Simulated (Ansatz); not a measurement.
**LiSi2B3: from a guess to a relaxed structure**

The task: take a trial cell of LiSi2B3 to zero force and stress.

Program: Ansatz 0.2.0. Level of theory: DFT PBE, scalar-relativistic, plane waves, PAW. These are calculated values, not measurements.

### 1 The starting structure

It takes space group P6/mmm (No. 191, hexagonal). The conventional cell has a = 3.451 Å, b = 3.451 Å, c = 6.092 Å, α = 90.00°, β = 90.00°, γ = 120.00°. Around Li (site symmetry 6/mmm) lie 2 B at 1.48 Å and 6 Si at 1.99 Å. Si (site symmetry -6m2) has 3 Li at 1.99 Å and 3 Si at 1.99 Å as nearest neighbours. B (site symmetry 6mm) is surrounded by 1 Li at 1.48 Å and 1 B at 1.56 Å. B (site symmetry 6/mmm) is surrounded by 2 B at 1.56 Å.

Coordinates:

```xyz
6
Lattice="3.4505 0.0000 0.0000 -1.7253 2.9882 0.0000 0.0000 0.0000 6.0920" Properties=species:S:1:pos:R:3 pbc="T T T"
Li    0.0000    0.0000    3.0460
Si    0.0000    1.9921    3.0460
Si    1.7253    0.9961    3.0460
B     0.0000    0.0000    4.5280
B     0.0000    0.0000    1.5640
B     0.0000    0.0000    0.0000
```

Recipe of the guess: random cell by space group and Wyckoff sites (P6/mmm, No. 191). The dimensions are guesses.

### 2 A first look at the guess

Input file input.yaml:

```yaml
crystal:
  lattice:
    - [3.45050235, 0.0, 0.0]
    - [-1.72525117, 2.98822269, 0.0]
    - [0.0, 0.0, 6.09199792]
  atoms:
    - { symbol: Li, position: [0.0, 0.0, 0.5] }
    - { symbol: Si, position: [0.33333333, 0.66666667, 0.5] }
    - { symbol: Si, position: [0.66666667, 0.33333333, 0.5] }
    - { symbol: B, position: [0.0, 0.0, 0.74327357] }
    - { symbol: B, position: [0.0, 0.0, 0.25672643] }
    - { symbol: B, position: [0.0, 0.0, 0.0] }
basis:
  ecutwfc: 420
kpoints:
  mp_grid: { grid: [6, 6, 4] }
hamiltonian:
  xc: pbe
scf:
  occupations: { method: gaussian, width: 0.1 }
  lower_state_search: "off"
output:
  forces: true
  stress: true
  eigenvalues: true
```

Launch:

```console
> ansatz run input.yaml --threads 1 --pin off --max-ram 2560MiB --backend cpu --events-out ev --progress --plain --runs-dir out
```

The session goes on with these runs: coarse relaxation; relaxation on the finer mesh.

What does the calculation give? Wanted: conventional cell; volume; energy over the elements; gap on the mesh.

**Answer**, as computed:

| quantity | value |
| --- | --- |
| symmetry at the end (tolerance 0.05 Å) | space group P6/mmm (No. 191) |
| conventional cell | a = 4.166 Å, b = 4.166 Å, c = 6.965 Å, α = 90.00°, β = 90.00°, γ = 120.00° |
| volume | 17.45 Å³/atom |
| energy over the elements | +1.53 eV/atom |
| gap on the mesh | none (metal) |

In words: The space group P6/mmm (No. 191) is kept, and the volume per atom grows by 66.6 % from the first guess. The formation energy is positive, so the separate elements lie lower. No finished test with a distortion of lower symmetry is shown, so the end may be a saddle point.
